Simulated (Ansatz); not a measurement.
**ReSb2 (CdI2 type): equation of state**

Aim: the bulk modulus of ReSb2 (CdI2 type) from energies at several volumes around the relaxed one, with shape and atoms relaxed at each. This structure was made by substitution into a known type, so it needn't be the compound's stable form.

Program: Ansatz 0.2.0. Level of theory: DFT PBE, scalar-relativistic, plane waves, PAW. These are calculated values, not measurements.

1 further run of the same task is left out (it didn't finish). Runs told in other sessions of the task aren't counted.

## (1) The system as given

It takes space group P-3m1 (No. 164, trigonal). Conventional cell: a = 3.283 Å, b = 3.283 Å, c = 8.862 Å, α = 90.00°, β = 90.00°, γ = 120.00°. Re (site symmetry -3m) is surrounded by 6 Sb at 2.76 Å. Sb (site symmetry 3m) is surrounded by 3 Re at 2.76 Å.

Coordinates:

```
Re Sb
1.0
     3.28321    0.00000    0.00000
    -1.64160    2.84334    0.00000
     0.00000    0.00000    8.86156
Re Sb
1 2
Direct
  0.00000 0.00000 0.00000
  0.33333 0.66667 0.22598
  0.66667 0.33333 0.77402
```

This cell comes from an earlier session at PBE: 27.575 Å³/atom at 0.01 GPa, on a 12×12×4 mesh.

Volume factors to run: 0.980, 1.020, 0.960, 1.040, 1.070, 1.100, 0.945.

## (2) Volume × 0.980

input.yaml

```yaml
crystal:
  lattice:
    - [3.2611711078, 0.0, 0.0]
    - [-1.6305855539, 2.8242570255, 0.0]
    - [0.0, 0.0, 8.8020832851]
  atoms:
    - { symbol: Re, position: [0.0, 0.0, 0.0] }
    - { symbol: Sb, position: [0.3333333333, 0.6666666667, 0.2259825454] }
    - { symbol: Sb, position: [0.6666666667, 0.3333333333, 0.7740174546] }
basis:
  ecutwfc: 420
  ecutrho_ratio: 4
kpoints:
  mp_grid: { grid: [12, 12, 4] }
hamiltonian:
  xc: pbe
scf:
  occupations: { method: gaussian, width: 0.05 }
output:
  forces: true
  stress: true
  eigenvalues: true
relax:
  f_tol: 0.01
  max_steps: 40
  cell: { stress_tol: 0.1, fix: [volume] }
```

Run with:

```
$ ansatz run input.yaml --threads 2 --pin off --max-ram 2662MiB --backend cpu --events-out ev --progress --plain --runs-dir out
```

The runs that follow: Scaling the volume by 1.020; At 0.960 of the relaxed volume; Scaling the volume by 1.040; Scaling the volume by 1.070; Scaling the volume by 1.100; At 0.945 of the relaxed volume.

Q: Predict the outcome of this session. Wanted: fit.

**Answer**, as computed:

| quantity | value |
| --- | --- |
| fit | poor, no modulus quoted |

The points don't follow one smooth curve, or give an unlikely pressure derivative, as when the electronic state or the structure changes between volumes; no modulus is quoted. These are values at 0 K without zero-point motion. Spin–orbit coupling is left out, though the cell holds Re; in elements this heavy it can shift levels and gaps by tenths of an eV.
